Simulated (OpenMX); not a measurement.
BiS: single point with PBE

BiS:

```
Bi S
1.0
     2.02128    1.16699    3.35446
    -2.02128    1.16699    3.35446
     0.00000   -2.33397    3.35446
Bi S
1 1
Direct
  0.00000 0.00000 0.00000
  0.50000 0.50000 0.50000
```

The cell was built by a generator and needn't be a form met in nature.

```json
{
 "Program": "OpenMX 3.8.5",
 "Task": "single point",
 "Functional": "PBE",
 "Potentials or basis": "OpenMX 2013 PBE set, Bi8.0-s3p2d2f1, S7.0-s2p2d1f1, grid cutoff 500 Ry",
 "k mesh": "7 × 7 × 7",
 "Occupations": "fermi-dirac, width 0.05 eV",
 "Spin": "no spin polarisation",
 "Mixing scheme": "rmm-diisk",
 "SCF threshold": "1e-08 Ha",
 "Solver": "band",
 "Max SCF cycles": "100"
}
```

* Pressure: 9.5 GPa
* Band gap on the k mesh: none (metal or under the smearing width)
* Mulliken charges: Bi +0.16; S -0.16 e

Levels at points of the mesh, in eV from the Fermi level:
```csv
k point,band 7,band 8,band 9,band 10,band 11,band 12,band 13,band 14
"(0.00, 0.00, 0.00)",-8.37,-3.84,-3.70,-3.70,3.07,3.07,3.09,5.16
```

It took 3.3 min on 1 thread of Intel(R) Xeon(R) 6975P-C (Granite Rapids), with other jobs on the host, peak memory 1.3 GiB.

Caveat: Mulliken charges move with the basis; spin-orbit coupling is left out, which moves the levels of the heavy elements; the basis of atomic orbitals isn't converged, which shifts pressures, moduli and gaps.
